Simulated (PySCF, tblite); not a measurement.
# FGeH₇OSi₂, a small molecule taken as a stand-in for a surface group: NMR shifts, core binding energies and electronic excitations, part 2 of 2

tblite 0.8.0 and PySCF 2.14.0. Atoms count from 0, parts from 1.

## Step 5: Core-electron binding energies: SCAN, X2C

What the job is given:

```
{"job": {"kind": "xps", "holes": 5}, "charge": 0, "multiplicity": 1}
Ge     0.087360     0.355324    -0.487544
Si    -2.052601    -0.308156     0.356843
Si     2.064820    -0.730508     0.288498
F     -0.033378     0.128091    -2.227283
O      0.379917     2.093309    -0.255259
H     -2.068968    -0.113267     1.838259
H     -2.292551    -1.748348     0.043806
H     -3.119961     0.530372    -0.267485
H      3.250607    -0.245952    -0.474833
H      2.226450    -0.431590     1.742838
H      1.901799    -2.203984     0.106508
H     -0.304853     2.647338    -0.647168
```

Level: delta-SCF UKS SCAN, pcX-2 on the ionised atom, pcseg-1 elsewhere, spin-free X2C.

The log of the run:

```text
ground state, core basis on atom 1 (Si), 168 functions
  cycle   1  E = -2853.37163130  |g| = 8.61e-01
  cycle   2  E = -2852.70650648  |g| = 2.00e+00
  cycle   3  E = -2853.50665194  |g| = 1.24e-01
  cycle   4  E = -2853.50795804  |g| = 1.34e-01
  cycle   5  E = -2853.51135663  |g| = 2.87e-02
  cycle   6  E = -2853.51154730  |g| = 6.88e-03
  cycle   7  E = -2853.51155823  |g| = 1.03e-03
  cycle   8  E = -2853.51155843  |g| = 3.61e-04
  E(ground) = -2853.66175327 Eh
hole in Si 2p of atom 1
  cycle   1  E = -2849.22888258  |g| = 1.23e+00
  cycle   2  E = -2848.98985013  |g| = 1.17e+00
  cycle   3  E = -2849.46028514  |g| = 4.62e-01
  cycle   4  E = -2849.55373116  |g| = 1.83e-01
  cycle   5  E = -2849.56379573  |g| = 6.69e-02
  cycle   6  E = -2849.56620508  |g| = 3.12e-02
  cycle   7  E = -2849.56655220  |g| = 8.41e-03
  cycle   8  E = -2849.56657605  |g| = 1.99e-03
  cycle   9  E = -2849.56657954  |g| = 2.96e-04
  E(ion) = -2849.72847010 Eh   <S^2> = 0.7532   hole on atom = 1.002   binding energy = 107.030 eV
  2p3/2 = 106.816 eV   2p1/2 = 107.439 eV
ground state, core basis on atom 2 (Si), 168 functions
  cycle   1  E = -2853.51148459  |g| = 2.87e-01
  cycle   2  E = -2853.51157455  |g| = 3.28e-02
  cycle   3  E = -2853.51154924  |g| = 2.71e-02
  cycle   4  E = -2853.51166400  |g| = 1.43e-02
  cycle   5  E = -2853.51170148  |g| = 1.25e-03
  cycle   6  E = -2853.51170300  |g| = 3.70e-04
  E(ground) = -2853.66174040 Eh
hole in Si 2p of atom 2
  cycle   1  E = -2849.22833182  |g| = 1.23e+00
  cycle   2  E = -2849.07070968  |g| = 1.10e+00
  cycle   3  E = -2849.51128798  |g| = 3.09e-01
  cycle   4  E = -2849.55414288  |g| = 1.79e-01
  cycle   5  E = -2849.56294074  |g| = 6.57e-02
  cycle   6  E = -2849.56520691  |g| = 1.57e-02
  cycle   7  E = -2849.56526746  |g| = 1.07e-02
  cycle   8  E = -2849.56530994  |g| = 2.16e-03
  cycle   9  E = -2849.56531308  |g| = 3.14e-04
  E(ion) = -2849.72702715 Eh   <S^2> = 0.7532   hole on atom = 1.002   binding energy = 107.069 eV
  2p3/2 = 106.852 eV   2p1/2 = 107.475 eV
ground state, core basis on atom 3 (F), 157 functions
  cycle   1  E = -2853.46362226  |g| = 1.24e-01
  cycle   2  E = -2853.46246962  |g| = 1.04e-01
  cycle   3  E = -2853.46307299  |g| = 8.28e-02
  cycle   4  E = -2853.46404540  |g| = 1.01e-02
  cycle   5  E = -2853.46407151  |g| = 2.92e-03
  cycle   6  E = -2853.46407610  |g| = 4.95e-04
  E(ground) = -2853.65844292 Eh
hole in F 1s of atom 3
  cycle   1  E = -2827.15100979  |g| = 2.59e+00
  cycle   2  E = -2827.01630977  |g| = 2.18e+00
  cycle   3  E = -2827.97578547  |g| = 4.81e-01
  cycle   4  E = -2827.89588493  |g| = 6.42e-01
  cycle   5  E = -2828.07007821  |g| = 7.18e-02
  cycle   6  E = -2828.07265044  |g| = 3.09e-02
  cycle   7  E = -2828.07335008  |g| = 5.15e-03
  cycle   8  E = -2828.07336558  |g| = 1.75e-03
  cycle   9  E = -2828.07336761  |g| = 4.51e-04
  E(ion) = -2828.27543462 Eh   <S^2> = 0.7572   hole on atom = 1.000   binding energy = 690.707 eV
ground state, core basis on atom 4 (O), 157 functions
  cycle   1  E = -2853.45236133  |g| = 1.29e-01
  cycle   2  E = -2853.44708453  |g| = 1.96e-01
  cycle   3  E = -2853.45335795  |g| = 4.77e-02
  cycle   4  E = -2853.45372696  |g| = 1.56e-02
  cycle   5  E = -2853.45376794  |g| = 2.86e-03
  cycle   6  E = -2853.45377019  |g| = 3.58e-04
  E(ground) = -2853.64183386 Eh
hole in O 1s of atom 4
  cycle   1  E = -2832.84553938  |g| = 2.22e+00
  cycle   2  E = -2832.24998793  |g| = 2.26e+00
  cycle   3  E = -2833.59364428  |g| = 4.90e-01
  cycle   4  E = -2833.59412976  |g| = 4.86e-01
  cycle   5  E = -2833.67636428  |g| = 9.98e-02
  cycle   6  E = -2833.68029908  |g| = 2.49e-02
  cycle   7  E = -2833.68074702  |g| = 4.97e-03
  cycle   8  E = -2833.68075838  |g| = 1.95e-03
  cycle   9  E = -2833.68076484  |g| = 7.32e-04
  cycle  10  E = -2833.68076432  |g| = 1.75e-04
  E(ion) = -2833.87057161 Eh   <S^2> = 0.7629   hole on atom = 1.000   binding energy = 538.003 eV
```

It took 37 s on 1 thread of Intel Xeon Platinum 8259CL at 2.50GHz, shared host; peak memory 0.55 GiB.

The holes in one table. −ε is the ground-state orbital energy:

| hole | stands for | environment | ΔSCF (eV; 2p as the shell's mean) | −ε (eV) | ⟨S²⟩ |
| --- | --- | --- | --- | --- | --- |
| Si2p on Si1 | Si1 | silicon bonded to Ge, 3 H | 107.02 | 96.6 | 0.753 |
| Si2p on Si2 | Si2 | silicon bonded to Ge, 3 H | 107.06 | 96.6 | 0.753 |
| F1s on F3 | F3 | fluorine bonded to Ge | 690.71 | 665.6 | 0.757 |
| O1s on O4 | O4 | oxygen bonded to Ge, H | 538.00 | 516.8 | 0.763 |

With the spin-orbit splitting: Si1 2p3/2 106.82, 2p1/2 107.44 eV; Si2 2p3/2 106.85, 2p1/2 107.47 eV. The table gives each 2p level as the mean over the whole 2p shell (two parts 2p3/2, one part 2p1/2), which differs a little from the single hole in the log.

## Step 6: Excited states and response: CAM-B3LYP/def2-SVPD

Settings changed since step 5:

```diff
@@ -1,2 +1,2 @@
-{"job": {"kind": "xps", "holes": 5}, "charge": 0, "multiplicity": 1}
+{"job": {"kind": "uv", "xc": "CAM-B3LYP", "basis": "def2-SVPD", "nstates": 6, "ntriplets": 2, "ip": true}, "charge": 0, "multiplicity": 1}
 Ge     0.087360     0.355324    -0.487544
```

Method: TDDFT CAM-B3LYP/def2-SVPD, vertical, gas phase, core orbitals frozen in the response.

The log of the run:

```text
coarse grid: 48024 points
cycle   1  E = -2834.6769721342  dE = -6.331e-01  |g| = 9.569e-01  |ddm| = 3.723e+00
cycle   2  E = -2834.4952617865  dE =  1.817e-01  |g| = 1.432e+00  |ddm| = 2.259e+00
cycle   3  E = -2834.8438212479  dE = -3.486e-01  |g| = 6.874e-02  |ddm| = 1.247e+00
cycle   4  E = -2834.8445530347  dE = -7.318e-04  |g| = 4.166e-02  |ddm| = 1.429e-01
cycle   5  E = -2834.8447833721  dE = -2.303e-04  |g| = 8.677e-03  |ddm| = 4.980e-02
cycle   6  E = -2834.8447959711  dE = -1.260e-05  |g| = 4.804e-03  |ddm| = 1.603e-02
cycle   7  E = -2834.8448001020  dE = -4.131e-06  |g| = 6.717e-04  |ddm| = 4.956e-03
final grid: 97312 points
cycle   8  E = -2834.8448286600  dE = -8.902e-08  |g| = 7.481e-04  |ddm| = 2.521e-03
cycle   9  E = -2834.8448285895  dE =  7.054e-08  |g| = 1.014e-03  |ddm| = 1.438e-03
cycle  10  E = -2834.8448287492  dE = -1.597e-07  |g| = 8.575e-05  |ddm| = 7.632e-04
cycle  11  E = -2834.8448287503  dE = -1.145e-09  |g| = 1.911e-05  |ddm| = 9.358e-05
cycle  12  E = -2834.8448287505  dE = -1.610e-10  |g| = 7.508e-06  |ddm| = 6.013e-05
converged SCF energy = -2834.8448287505

Static polarisability (au): isotropic 96.195, principal 80.763 89.555 118.267

Singlet excitations
state   eV       nm        f      main configurations
  1   5.9815    207.3   0.03695   H->L 0.78, H->L+1 0.11
  2   6.0784    204.0   0.00905   H->L+1 0.78, H->L 0.14
  3   7.0125    176.8   0.70458   H->L+2 0.84
  4   7.1275    174.0   0.13692   H->L+3 0.93
  5   7.5978    163.2   0.02063   H-1->L 0.33, H-1->L+1 0.23, H-2->L 0.14
  6   7.7901    159.2   0.02255   H->L+5 0.52, H-1->L 0.24

Triplet excitations (Tamm-Dancoff, eV): 5.3166 5.4862
Vertical ionisation energy (delta-SCF) = 9.7666 eV
```

It took 75 s on 1 thread of Intel Xeon Platinum 8259CL at 2.50GHz, shared host; peak memory 1 GiB.

The orbitals next to the gap, with their largest atomic shares:

| orbital | eV | atoms |
| --- | --- | --- |
| HOMO−3 | -11.60 | Si2 28 %, H9 19 %, Si1 16 % |
| HOMO−2 | -11.13 | O4 51 %, F3 14 %, Ge0 9 % |
| HOMO−1 | -10.85 | O4 50 %, Ge0 14 %, Si2 10 % |
| HOMO | -9.05 | Ge0 26 %, Si1 22 %, Si2 18 % |
| LUMO | 0.16 | Ge0 26 %, Si1 20 %, Si2 19 % |
| LUMO+1 | 0.38 | Ge0 25 %, Si1 18 %, Si2 15 % |
| LUMO+2 | 0.55 | Si1 23 %, Si2 21 %, Ge0 15 % |

With each of the 6 states as a Gaussian band of 0.4 eV half-width at 1/e, the curve within the window shown has maxima at 205 nm (ε 1,900), 176 nm (ε 34,000) L/(mol cm). Beyond the last state computed it falls off for lack of states. The curve at chosen wavelengths:

| nm | ε (L/mol/cm) |
| --- | --- |
| 153 | 741 |
| 156 | 1446 |
| 159 | 2637 |
| 162 | 5094 |
| 165 | 9991 |
| 168 | 17655 |
| 171 | 26294 |
| 175 | 33488 |
| 178 | 32644 |
| 181 | 27067 |
| 184 | 19396 |
| 187 | 12248 |
| 190 | 7040 |
| 193 | 3952 |
| 196 | 2481 |
| 199 | 1973 |
| 202 | 1894 |
| 205 | 1908 |
| 208 | 1848 |
| 212 | 1587 |
| 215 | 1297 |
| 218 | 987 |
| 221 | 703 |
| 224 | 471 |
| 227 | 298 |
| 230 | 180 |

Ground-state properties from the same run:

| property | computed |
| --- | --- |
| dipole moment (D) | 2.06 |
| polarisability (Å³) | 14.25 |
| HOMO–LUMO gap (eV) | 9.21 |
| −ε(HOMO) (eV) | 9.05 |

## Step 7: What came out

What follows sums up all 2 parts.

| quantity | value |
| --- | --- |
| point group | C1 |
| rotational constants (main isotopes) | 2.42, 1.42, 1.23 GHz |
| $^{1}$H shifts against TMS (PBE0/pcSseg-2) | 3.82, 3.72, 3.68, 3.67, 3.64, 3.59, 1.59 ppm |
| $^{73}$Ge shifts against GeMe4 (PBE0/pcSseg-2) | 124 ppm |
| $^{29}$Si shifts against TMS (PBE0/pcSseg-2) | -103.7, -104.8 ppm |
| $^{19}$F shifts against CFCl3 (PBE0/pcSseg-2) | -171.7 ppm |
| $^{17}$O shifts against H2O (PBE0/pcSseg-2) | 68.6 ppm |
| surface potential, 1st and 99th percentile | -1.31 V and 2.05 V |
| Si2p binding energies, SCAN/pcX-2 | Si2 107.06, Si1 107.02 eV |
| F1s binding energies, SCAN/pcX-2 | F3 690.71 eV |
| O1s binding energies, SCAN/pcX-2 | O4 538.00 eV |
| lowest singlet (CAM-B3LYP/def2-SVPD) | 5.98 eV (207 nm), f = 0.037 |
| brightest single state of those computed | state 3, 7.01 eV, f = 0.705 |
| lowest triplet | 5.32 eV |
| vertical ionisation energy (ΔSCF) | 9.77 eV |

In words: The optimisation took 8 steps and gained 0.381 eV; among the close pairs (by a distance rule), Ge0–F3 changed most, from 1.854 to 1.759 Å (PBE0/def2-SVP). At PBE0/pcSseg-2: The widest tensor belongs to F3: span 206 ppm, with a paramagnetic part of -124 ppm. By nearest atom (PBE0/pcSseg-2), the HOMO sits on Ge0 24 %; Si1 20 % and the LUMO on Ge0 21 %; Si1, Si2 about 10 % each. The Si2p levels computed lie within 0.04 eV of one another, too close to rank. The lowest singlet, at 5.98 eV, is HOMO→LUMO 0.78, HOMO→LUMO+1 0.11 and is weak; of the 6 states computed, the strongest absorption comes from state 3 at 7.01 eV. The lowest triplet lies 0.66 eV below the lowest singlet (triplets in Tamm-Dancoff, singlets in full TDDFT). The orbital energy would give 9.05 eV for ionisation, ΔSCF gives 9.77 eV. Spin-orbit coupling is left out, which matters for shieldings and couplings at and beside the heavy atoms. A capped cluster stands for the solid here, so long-range fields and strain are missing, and bands or shifts of the capping hydrogens have no counterpart in it.
